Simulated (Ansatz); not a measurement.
**C₈H₂₀GeO₂: small, medium and large basis sets**

How large a basis does C₈H₂₀GeO₂ need? Two functionals are run in growing sets.

Method: one geometry, several basis sets; program: Ansatz 0.2.0, Gaussian basis.

The runs, in order: PBE0-D4/def2-SVP; ωB97M-V/def2-SVP; PBE0-D4/def2-QZVPP; ωB97M-V/def2-QZVPP; the functionals' def2-TZVPP values are taken from earlier runs.

## 1. The relaxed structure

An earlier PBE0-D4/def2-TZVP relaxation fixed the geometry.

SMILES `C[O][Ge]([O]C)([CH](C)C)[CH](C)C`, 31 atoms, charge 0, spin multiplicity 1.

Atoms are counted from 1 here; the program's logs count them from 0.

Bond lengths: C1–O2 1.407 Å, C1–H12 1.094 Å, C1–H13 1.097 Å, C1–H14 1.095 Å, O2–Ge3 1.776 Å, Ge3–O4 1.790 Å, Ge3–C6 1.958 Å, Ge3–C9 1.967 Å, O4–C5 1.401 Å, C5–H15 1.099 Å, C5–H16 1.098 Å, C5–H17 1.094 Å, C6–C7 1.523 Å, C6–C8 1.524 Å, C6–H18 1.097 Å, C7–H19 1.095 Å, C7–H20 1.092 Å, C7–H21 1.094 Å and more. Angles: O2–C1–H12 108.3°, O2–C1–H13 111.4°, O2–C1–H14 112.3°, H12–C1–H13 107.9°, H12–C1–H14 108.3°, H13–C1–H14 108.5°, C1–O2–Ge3 122.2°, O2–Ge3–O4 102.9°, O2–Ge3–C6 104.6°, O2–Ge3–C9 111.7°, O4–Ge3–C6 111.4°, O4–Ge3–C9 109.5°, C6–Ge3–C9 115.8°, Ge3–O4–C5 121.6°, O4–C5–H15 112.9°, O4–C5–H16 112.2°, O4–C5–H17 108.4°, H15–C5–H16 107.8° and more.

## 2. PBE0-D4 in def2-SVP

File in.yaml:

```yaml
crystal:
  periodic: [false, false, false]
  atoms:
    - {symbol: C, position_ang: [-1.884979, 0.602302, -2.342229]}
    - {symbol: O, position_ang: [-1.401538, -0.401697, -1.482465]}
    - {symbol: Ge, position_ang: [-0.318667, -0.042633, -0.121747]}
    - {symbol: O, position_ang: [-0.970123, 1.499588, 0.512260]}
    - {symbol: C, position_ang: [-0.238648, 2.292704, 1.406664]}
    - {symbol: C, position_ang: [-0.606988, -1.513092, 1.138057]}
    - {symbol: C, position_ang: [-2.060625, -1.538398, 1.590766]}
    - {symbol: C, position_ang: [0.359949, -1.447206, 2.313963]}
    - {symbol: C, position_ang: [1.536512, 0.222598, -0.718478]}
    - {symbol: C, position_ang: [1.644275, 1.364386, -1.720583]}
    - {symbol: C, position_ang: [2.089300, -1.080359, -1.284579]}
    - {symbol: H, position_ang: [-2.853321, 0.280182, -2.735760]}
    - {symbol: H, position_ang: [-1.210587, 0.760241, -3.193025]}
    - {symbol: H, position_ang: [-2.024699, 1.558409, -1.827678]}
    - {symbol: H, position_ang: [0.807253, 2.430310, 1.099660]}
    - {symbol: H, position_ang: [-0.237985, 1.877354, 2.423197]}
    - {symbol: H, position_ang: [-0.703146, 3.282043, 1.451549]}
    - {symbol: H, position_ang: [-0.401188, -2.422111, 0.560374]}
    - {symbol: H, position_ang: [-2.242915, -2.386124, 2.259852]}
    - {symbol: H, position_ang: [-2.742087, -1.622817, 0.742182]}
    - {symbol: H, position_ang: [-2.319893, -0.625315, 2.133777]}
    - {symbol: H, position_ang: [0.219513, -2.305982, 2.978564]}
    - {symbol: H, position_ang: [0.196866, -0.547964, 2.915220]}
    - {symbol: H, position_ang: [1.406097, -1.447351, 1.995751]}
    - {symbol: H, position_ang: [2.108376, 0.484812, 0.180050]}
    - {symbol: H, position_ang: [1.114641, 1.124704, -2.646216]}
    - {symbol: H, position_ang: [1.225197, 2.296528, -1.334620]}
    - {symbol: H, position_ang: [2.690801, 1.550799, -1.984450]}
    - {symbol: H, position_ang: [1.508328, -1.411494, -2.150113]}
    - {symbol: H, position_ang: [2.076932, -1.889745, -0.549724]}
    - {symbol: H, position_ang: [3.125646, -0.951869, -1.614419]}
basis:
  gaussian: {orbitals: def2-SVP}
hamiltonian: {xc: pbe0, dispersion: d4}
output: {orbitals: {seedname: orbitals}}
```

Launch:

```bash
$ ansatz run in.yaml --threads 11 --pin off --events-out ev --progress --plain --max-ram 166912MiB --backend cuda --devices 0, --max-vram 75GiB
```

The runs that follow: ωB97M-V in def2-SVP; PBE0-D4 in def2-QZVPP; ωB97M-V in def2-QZVPP.

Q: Predict the results of all the runs planned. Wanted: PBE0-D4: double and triple zeta above quadruple; ωB97M-V: double and triple zeta above quadruple.

The runs gave:

| quantity | value |
| --- | --- |
| PBE0-D4: double and triple zeta above quadruple | 23.36, 1.94 eV |
| ωB97M-V: double and triple zeta above quadruple | 24.00, 1.89 eV |

In words: For PBE0-D4 the step from double to triple zeta gains 21.41 eV and the next only 1.94 eV. These are total energies; as a rule much of such shifts cancels in differences, which this series doesn't test. The LUMO of ωB97M-V is positive and keeps falling with the basis (2.84 to 1.59 eV): an unbound level that the basis holds in place.
